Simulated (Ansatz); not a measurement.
# Li2SeO4: the cost of one run

Computed with Ansatz 0.2.0 (DFT, PBE, plane-wave PAW, default files, scalar-relativistic, as far as a step names no other, unless a step's input says otherwise).

### 1 The starting structure

The structure is trigonal, space group R-3 (No. 148). Conventional cell: a = 13.238 Å, b = 13.238 Å, c = 11.744 Å, α = 90.00°, β = 90.00°, γ = 120.00°. Li (site symmetry 1) has 4 O at 1.96 to 2.08 Å as nearest neighbours. Li (site symmetry 1) has 4 O at 1.95 to 2.17 Å and 1 Se at 2.70 Å as nearest neighbours. Around Se (site symmetry 1) lie 4 O at 1.67 to 1.68 Å. Around O (site symmetry 1) lie 1 Se at 1.68 Å and 2 Li at 1.96 to 2.00 Å. O (site symmetry 1) is surrounded by 1 Se at 1.68 Å and 2 Li at 2.05 to 2.08 Å. O (site symmetry 1) has 1 Se at 1.67 Å and 2 Li at 1.95 to 2.17 Å as nearest neighbours. O (site symmetry 1) has 1 Se at 1.67 Å and 2 Li at 2.07 to 2.11 Å as nearest neighbours.

Coordinates:

```cif
data_structure
_symmetry_space_group_name_H-M 'R-3:H'
_symmetry_Int_Tables_number 148
_cell_length_a 13.2382
_cell_length_b 13.2382
_cell_length_c 11.7437
_cell_angle_alpha 90.000
_cell_angle_beta 90.000
_cell_angle_gamma 120.000
_cell_volume 1782.35
loop_
_atom_site_label
_atom_site_type_symbol
_atom_site_symmetry_multiplicity
_atom_site_Wyckoff_symbol
_atom_site_fract_x
_atom_site_fract_y
_atom_site_fract_z
_atom_site_occupancy
Li1 Li 18 f 0.21748 0.04974 0.59194 1
Li2 Li 18 f 0.12644 0.44881 0.55564 1
Se1 Se 18 f 0.92640 0.18519 0.32150 1
O1 O 18 f 0.18533 0.17756 0.56842 1
O2 O 18 f 0.18622 0.13560 0.26439 1
O3 O 18 f 0.39292 0.18008 0.35559 1
O4 O 18 f 0.67868 0.62696 0.56692 1
```

### 2 Single point at the given positions

The input, input.yaml:

```yaml
crystal:
  lattice:
    - [6.6191043912, 3.8215417021, 3.9145566566]
    - [-6.6191043912, 3.8215417021, 3.9145566566]
    - [0.0, -7.6430834041, 3.9145566566]
  atoms:
    - { symbol: Li, position: [0.809424, 0.4242, 0.542199] }
    - { symbol: Li, position: [0.190576, 0.5758, 0.457801] }
    - { symbol: Li, position: [0.68208, 0.87801, 0.106825] }
    - { symbol: Li, position: [0.542199, 0.809424, 0.4242] }
    - { symbol: Li, position: [0.4242, 0.542199, 0.809424] }
    - { symbol: Li, position: [0.457801, 0.190576, 0.5758] }
    - { symbol: Li, position: [0.87801, 0.106825, 0.68208] }
    - { symbol: Li, position: [0.106825, 0.68208, 0.87801] }
    - { symbol: Li, position: [0.5758, 0.457801, 0.190576] }
    - { symbol: Li, position: [0.31792, 0.12199, 0.893175] }
    - { symbol: Li, position: [0.12199, 0.893175, 0.31792] }
    - { symbol: Li, position: [0.893175, 0.31792, 0.12199] }
    - { symbol: Se, position: [0.247903, 0.58029, 0.136317] }
    - { symbol: Se, position: [0.752097, 0.41971, 0.863683] }
    - { symbol: Se, position: [0.41971, 0.863683, 0.752097] }
    - { symbol: Se, position: [0.863683, 0.752097, 0.41971] }
    - { symbol: Se, position: [0.58029, 0.136317, 0.247903] }
    - { symbol: Se, position: [0.136317, 0.247903, 0.58029] }
    - { symbol: O, position: [0.75375, 0.560644, 0.390853] }
    - { symbol: O, position: [0.390853, 0.75375, 0.560644] }
    - { symbol: O, position: [0.450609, 0.21377, 0.128784] }
    - { symbol: O, position: [0.748505, 0.142751, 0.175509] }
    - { symbol: O, position: [0.24625, 0.439356, 0.609147] }
    - { symbol: O, position: [0.245596, 0.515199, 0.939964] }
    - { symbol: O, position: [0.560644, 0.390853, 0.75375] }
    - { symbol: O, position: [0.21377, 0.128784, 0.450609] }
    - { symbol: O, position: [0.857249, 0.824491, 0.251495] }
    - { symbol: O, position: [0.515199, 0.939964, 0.245596] }
    - { symbol: O, position: [0.78623, 0.871216, 0.549391] }
    - { symbol: O, position: [0.824491, 0.251495, 0.857249] }
    - { symbol: O, position: [0.609147, 0.24625, 0.439356] }
    - { symbol: O, position: [0.439356, 0.609147, 0.24625] }
    - { symbol: O, position: [0.060036, 0.754404, 0.484801] }
    - { symbol: O, position: [0.128784, 0.450609, 0.21377] }
    - { symbol: O, position: [0.871216, 0.549391, 0.78623] }
    - { symbol: O, position: [0.939964, 0.245596, 0.515199] }
    - { symbol: O, position: [0.754404, 0.484801, 0.060036] }
    - { symbol: O, position: [0.484801, 0.060036, 0.754404] }
    - { symbol: O, position: [0.251495, 0.857249, 0.824491] }
    - { symbol: O, position: [0.549391, 0.78623, 0.871216] }
    - { symbol: O, position: [0.175509, 0.748505, 0.142751] }
    - { symbol: O, position: [0.142751, 0.175509, 0.748505] }
kpoints:
  mp_grid: { grid: [3, 3, 3] }
scf:
  occupations: { method: fermi_dirac, width: 0.02 }
hamiltonian:
  xc: pbe
  pseudopotentials: { kind: paw }
output:
  forces: true
  stress: true
  populations: true
  efg:
    quadrupole_moments_barn: { Li: -0.0401, O: -0.02558 }
    contact_densities: true
```

Started as:

```console
ansatz run input.yaml --threads 1 --pin off --max-ram 2560MiB --backend cpu --events-out ev --progress --plain --runs-dir out
```

Q: Estimate wall time and peak memory on 1 thread of Arm Neoverse V1, shared host.

About 92 s, with a peak of 1.2 GiB.
